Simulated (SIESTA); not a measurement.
The system is Sn3Te.

```
Te Sn
1.0
    -2.30090    2.30090    5.51649
     2.30090   -2.30090    5.51649
     2.30090    2.30090   -5.51649
Te Sn
1 3
Direct
  0.00000 0.00000 0.00000
  0.50000 0.50000 0.00000
  0.25000 0.75000 0.50000
  0.75000 0.25000 0.50000
```

The cell comes from a database or a generator and needn't be the stable form of this composition.

```yaml
Program: SIESTA 5.4.2
Task: single point
Functional: PBEsol
Potentials_or_basis: PseudoDojo 0.4 standard (PBEsol files)
Basis: DZP (energy shift 0.003 Ry; two zetas on semicore shells)
Grid_cutoff: 500 Ry
Energy_shift: 0.003 Ry
k_mesh: 8 × 8 × 8
Occupations: fermi-dirac, width 0.05 eV
Spin: no spin polarisation
```

On this cell: pressure -2.2 GPa; largest force under 0.003 eV/Å; band gap on the k mesh none (metal or under the smearing width).

The same run follows on a disturbed copy (atoms moved at random, drawn with an rms of 0.05 Å):

```
Te Sn
1.0
    -2.30090    2.30090    5.51649
     2.30090   -2.30090    5.51649
     2.30090    2.30090   -5.51649
Te Sn
1 3
Direct
  0.00135 0.98554 0.99037
  0.48831 0.49512 0.98872
  0.25328 0.75731 0.50223
  0.75787 0.24469 0.49057
```

Problem. What does the disturbed cell give?

Solution. The energy (extrapolated to zero smearing) moves by +4.5 meV/atom; pressure -2.0 GPa; largest force 0.179 eV/Å; band gap on the k mesh none (metal or under the smearing width).

Forces on the atoms (eV/Å):
```
Te   0.080 -0.109  0.118
Sn  -0.085  0.099  0.121
Sn  -0.095  0.032 -0.118
Sn   0.099 -0.022 -0.121
```

Stress tensor (GPa, compression positive):
```
-1.83 -0.03  0.05
-0.03 -1.84 -0.02
 0.05 -0.02 -2.23
```

Caveats: the basis of atomic orbitals isn't converged, which shifts pressures, moduli and gaps.
